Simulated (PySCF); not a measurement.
# GeN2: relaxation and vibrations of the singlet

The task is one start of a wider search on GeN2: the singlet, from a linear start. It is relaxed, tested by its Hessian and followed downhill if it is a saddle.

The runs use PySCF 2.14.0; PBE0, basis Ge def2-TZVP, N def2-TZVP, no relativity, density fitting.

## 1. The starting structure

3 atoms, charge 0, spin multiplicity 1.

Bond lengths: Ge1–N2 1.710 Å, Ge1–N3 1.710 Å. Angles: N2–Ge1–N3 180.0°.

```xyz
3
charge 0 multiplicity 1
Ge    0.0000    0.0000    0.0000
N     0.0000    0.0000    1.7100
N     0.0000    0.0000   -1.7100
```

## 2. Finding the electronic state

One driver script runs all steps and calls PySCF; scf.py shows how it sets up the SCF of each step. The optimiser is the driver's own. After this first run the driver tries any further starts and a stability analysis.

The input, scf.py:

```python
from pyscf import gto, scf, dft
mol = gto.M(atom='''
Ge     0.000000     0.000000     0.000000
N      0.000000     0.000000     1.710000
N      0.000000     0.000000    -1.710000''',
    basis={'Ge': 'def2-TZVP', 'N': 'def2-TZVP'},
    charge=0, spin=0)
mf = dft.RKS(mol, xc='PBE0')
mf.grids.atom_grid = (50, 194)
aux = {'Ge': 'def2-universal-JKFIT', 'N': 'def2-universal-JKFIT'}
mf = mf.density_fit(auxbasis=aux)
mf.conv_tol = 1e-08
mf.diis_space = 10
mf.max_cycle = 60
mf.init_guess = 'minao'
mf.verbose = 4
mf.kernel()
```

On the command line:

```sh
OMP_NUM_THREADS=2 python axn.py task.json out
```

After this run come: Relaxing the singlet from the linear start; Vibrations and properties at this point; A spin-polarised start; Frequencies.

Q: Predict the outcome of this session. Wanted: minimum; geometry; wavenumbers; dipole moment; highest occupied, lowest empty level; polar-tensor charge of Ge1; zero-point energy; atomisation energy; ⟨S²⟩.

As calculated:

| quantity | value |
| --- | --- |
| minimum | broken-symmetry (Ms = 0), D∞h |
| geometry | Ge–N 1.707 Å (×2); N–Ge–N 180.0° |
| wavenumbers (cm⁻¹) | 141, 141, 766, 815 |
| dipole moment | 0.00 D |
| highest occupied, lowest empty level (either spin) | -8.33, -5.11 eV |
| polar-tensor charge of Ge1 | -0.43 e |
| zero-point energy | 11.1 kJ/mol |
| entropy at 298.15 K | 251.6 J/(mol K) |
| atomisation energy (no zero-point energy) | 473 kJ/mol |
| ⟨S²⟩ | 1.117 |

The molecule stays D∞h, as typed, and the end point is a minimum. The determinant is spin-contaminated (⟨S²⟩ = 1.12 against 0.00), so it is no pure spin state. In the infrared the band at 766 cm⁻¹ (stretch) leads. Ge1 has a polar-tensor charge of -0.4 e (a dipole derivative, not a static charge), yet symmetry cancels the bond dipoles. Only this shape and spin were tried, so other structures or states may lie lower. The SCF density has lower symmetry than the nuclear frame.
